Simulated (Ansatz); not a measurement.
# ClF2HOZr: the cost of one run

All numbers below are computed with Ansatz 0.2.0 (RKS PBE0-D4/def2-SVP).

## Step 1: The starting structure

Bond lengths: Zr1–F2 1.980 Å, Zr1–Cl3 2.520 Å, Zr1–O4 2.069 Å, O4–H5 1.010 Å, Zr1–F6 1.979 Å. Angles: F2–Zr1–Cl3 109.5°, F2–Zr1–O4 109.5°, F2–Zr1–F6 109.5°, Cl3–Zr1–O4 109.5°, Cl3–Zr1–F6 109.5°, O4–Zr1–F6 109.5°, Zr1–O4–H5 109.5°.

As a file:

```xyz
6

Zr    0.0000    0.0000    0.0000
F     0.0000    0.0000    1.9800
Cl    2.3764    0.0000   -0.8392
O    -0.9750    1.6891   -0.6893
H    -1.9328    1.4584   -0.9117
F    -0.9326   -1.6157   -0.6593
```

## Step 2: Relaxing the start

input.yaml

```yaml
crystal:
  periodic: [false, false, false]
  atoms:
    - { symbol: Zr, position_ang: [0.0, 0.0, 0.0] }
    - { symbol: F, position_ang: [0.0, 0.0, 1.98] }
    - { symbol: Cl, position_ang: [2.3764, 0.0, -0.8392] }
    - { symbol: O, position_ang: [-0.975, 1.6891, -0.6893] }
    - { symbol: H, position_ang: [-1.9328, 1.4584, -0.9117] }
    - { symbol: F, position_ang: [-0.9326, -1.6157, -0.6593] }
basis:
  gaussian: { orbitals: def2-SVP }
hamiltonian:
  xc: pbe0
  dispersion: d4
relax:
  f_tol: 0.02
  max_steps: 40
output:
  orbitals: {}
```

The run is started by

```sh
$ ansatz run input.yaml --threads 2 --pin off --max-ram 3072MiB --backend cpu --events-out ev --progress --plain --runs-dir out
```

**Question.** How long does this run take on 2 threads of Intel Xeon Platinum 8259CL at 2.50GHz (Skylake/Cascade Lake), shared host, and how much memory does it need?

About 31 s, with a peak of 0.23 GiB.
